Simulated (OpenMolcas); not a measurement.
# Al⁺: CASSCF and CASPT2 terms and fine-structure levels

Wanted: the level scheme of Al⁺ from active-space wave functions, then second-order correlation under several settings.

The numbers are computed with OpenMolcas 26.06 (state-averaged CASSCF and CASPT2, spin-orbit coupling by RASSI with atomic mean-field integrals), except any that are marked as measured or tabulated.

## 1. What is computed

| Quantity | Value |
| --- | --- |
| Species | Al⁺ (aluminium, Z = 13, 12 electrons) |
| Basis | ANO-RCC-VTZP [5s4p2d1f], 34 functions |
| Scalar Hamiltonian | DKH2, point nucleus |
| Inactive shells | 1s 2s 2p |
| Active space | 2 electrons in 8 orbitals (3s 3p 4s 4p) |
| Some configurations of this space | 3p2, 3s 3p, 3s2 |
| Orbitals | optimised for the ground-state spin in each parity, averaged over the low roots |

Outer shells as boxes (Hund's rule):

3p2
```
3p [↑ ][↑ ][  ]
```

3s 3p
```
3s [↑ ]
3p [↑ ][  ][  ]
```

3s2
```
3s [↑↓]
```

The work runs as a chain of OpenMolcas steps in one folder; each step below is one input file. Labels, J, g values, rates, χT and fits are worked out afterwards by a script from the matrices that RASSI stores.

## 2. One- and two-electron integrals

File a.inp:

```
&GATEWAY
Coord
1

Al 0.0 0.0 0.0
Basis=ANO-RCC-VTZP
Group=XYZ
NoMove
AngMom=0.0 0.0 0.0
AMFI
&SEWARD
```

Started as:

```
$ OMP_NUM_THREADS=1 MOLCAS_MEM=2252 MOLCAS_PROJECT=a pymolcas a.inp > a.log
```

## 3. A small preliminary run for start orbitals

File a.inp:

```
&RASSCF
FileOrb=start.orb
Symmetry=1
Spin=3
nActEl=2 0 0
Inactive=2 3
Ras2=1 3
CIRoot=3 3 1
SDav=3
CIMx=300
Iter=120 100
PrWF=0.3
OrbListing=Nothing
MaxOrb=0
Atom
>>> COPY $Project.JobIph JOBPRE
```

## 4. Reference wave functions, singlets of even parity, 1 root

File a.inp:

```
&RASSCF
FileOrb=start.orb
Symmetry=1
Spin=1
nActEl=2 0 0
Inactive=2 3
Ras2=2 6
CIRoot=1 1 1
SDav=24
CIMx=300
Iter=120 100
PrWF=0.3
OrbListing=Nothing
MaxOrb=0
Atom
>>> COPY $Project.JobIph JOB001
```

## 5. CASSCF: triplets of even parity, 15 roots

File a.inp:

```
&RASSCF
FileOrb=start.orb
Symmetry=1
Spin=3
nActEl=2 0 0
Inactive=2 3
Ras2=2 6
CIRoot=15 15 1
SDav=16
CIMx=300
Iter=120 100
PrWF=0.3
OrbListing=Nothing
MaxOrb=0
Atom
CIOnly
>>> COPY $Project.JobIph JOB002
```

## 6. Reference wave functions, singlets of odd parity, 3 roots

File a.inp:

```
&RASSCF
FileOrb=start.orb
Symmetry=2
Spin=1
nActEl=2 0 0
Inactive=2 3
Ras2=2 6
CIRoot=3 3 1
SDav=12
CIMx=300
Iter=120 100
PrWF=0.3
OrbListing=Nothing
MaxOrb=0
Atom
>>> COPY $Project.JobIph JOB003
```

## 7. Reference wave functions, triplets of odd parity, 12 roots

File a.inp:

```
&RASSCF
FileOrb=start.orb
Symmetry=2
Spin=3
nActEl=2 0 0
Inactive=2 3
Ras2=2 6
CIRoot=12 12 1
SDav=12
CIMx=300
Iter=120 100
PrWF=0.3
OrbListing=Nothing
MaxOrb=0
Atom
CIOnly
>>> COPY $Project.JobIph JOB004
```

## 8. State interaction with spin-orbit coupling

File a.inp:

```
&RASSI
NrOfJobIphs=3 1 3 3
1
1 2 3
1 2 3
IphNames
JOB001
JOB003
JOB004
EJob
SpinOrbit
DIPRint=1.0
SOCoupling=1000.0
Subsets=2
MEES
Property=10
'ANGMOM' 1 'ANGMOM' 2 'ANGMOM' 3 'MLTPL  1' 1 'MLTPL  1' 2 'MLTPL  1' 3
'AMFI' 1 'AMFI' 2 'AMFI' 3 'MLTPL  2' 6
SOProperty=3
'ANGMOM' 1 'ANGMOM' 2 'ANGMOM' 3
```

## 9. CASPT2: IPEA 0.6, imaginary shift 0.15 (closed shells correlated: none)

File a.inp:

```
>>> COPY JOB001 $Project.JobIph
&CASPT2
Multistate=1 1
Frozen=2 3
IPEA=0.6
Imaginary=0.15
MaxIter=60
WThr=0.0 0.3 0.05
PrWF=0.5
NoMix
>>> COPY JOB003 $Project.JobIph
&CASPT2
Multistate=3 1 2 3
Frozen=2 3
IPEA=0.6
Imaginary=0.15
MaxIter=60
WThr=0.0 0.3 0.05
PrWF=0.5
NoMix
>>> COPY JOB004 $Project.JobIph
&CASPT2
Multistate=3 1 2 3
Frozen=2 3
IPEA=0.6
Imaginary=0.15
MaxIter=60
WThr=0.0 0.3 0.05
PrWF=0.5
NoMix
```

## 10. CASPT2: IPEA 0.6, sigma2 regulariser 0.25 (closed shells correlated: none)

Changes to a.inp since step 9:

```diff
@@ -5,3 +5,3 @@
 IPEA=0.6
-Imaginary=0.15
+Sig2=0.25
 MaxIter=60
@@ -15,3 +15,3 @@
 IPEA=0.6
-Imaginary=0.15
+Sig2=0.25
 MaxIter=60
@@ -25,3 +25,3 @@
 IPEA=0.6
-Imaginary=0.15
+Sig2=0.25
 MaxIter=60
```

## 11. CASPT2: IPEA 0.4, imaginary shift 0.15 (closed shells correlated: 2s 2p)

File a.inp:

```
>>> COPY JOB001 $Project.JobIph
&CASPT2
Multistate=1 1
Frozen=1 0
IPEA=0.4
Imaginary=0.15
MaxIter=60
WThr=0.0 0.3 0.05
PrWF=0.5
NoMix
>>> COPY JOB003 $Project.JobIph
&CASPT2
Multistate=3 1 2 3
NoMult
Frozen=1 0
IPEA=0.4
Imaginary=0.15
MaxIter=60
WThr=0.0 0.3 0.05
PrWF=0.5
NoMix
>>> COPY JOB004 $Project.JobIph
&CASPT2
Multistate=3 1 2 3
NoMult
Frozen=1 0
IPEA=0.4
Imaginary=0.15
MaxIter=60
WThr=0.0 0.3 0.05
PrWF=0.5
NoMix
```

(Steps that only read results are left out.)

What does the calculation give? Wanted: lowest level; first excited level; strongest of the lines computed, by gA, at SS-CASPT2 energies.

The runs gave:

| quantity | value |
| --- | --- |
| method | SS-CASPT2, IPEA 0.6, imaginary shift 0.15 (closed shells correlated: none) |
| lowest level | 3s2 1S0, 100 % of that term |
| ground level listed by NIST | 1S0 |
| first excited level | 3s 3p 3P* 0 at 36690 cm-1 |
| strongest of the lines computed, by gA, at SS-CASPT2 energies | 3s 3p 1P* 1 → 3s2 1S0, 161.2 nm, A = 1.51e+09 s⁻¹ |

Cost and accuracy by method:

```csv
method,time of its own steps,time with the reference,mean absolute difference from the measured levels (cm-1)
A. CASSCF,14 s,14 s,2300
"B. SS-CASPT2, IPEA 0.6, imaginary shift 0.15, +none",1.4 s,16 s,1100
"C. SS-CASPT2, IPEA 0.6, sigma2 regulariser 0.25, +none",1.4 s,16 s,1100
"D. SS-CASPT2, IPEA 0.4, imaginary shift 0.15, +2s 2p",2 s,16 s,650
```

Times are of one thread on a shared host.

Method D lies closest to the measured levels (650 cm⁻¹ on average) and A farthest (2300). Only the configurations of the active space and the roots asked for are present. The triplets rest on orbitals optimised for another spin in at least one step, which raises them against the optimised states. Not all states of the active space went into the spin-orbit step. The levels of the extra active shells were not computed. No d shell is active. Only valence configurations of the active space appear, up to the ionisation limit; * or ° marks odd parity.
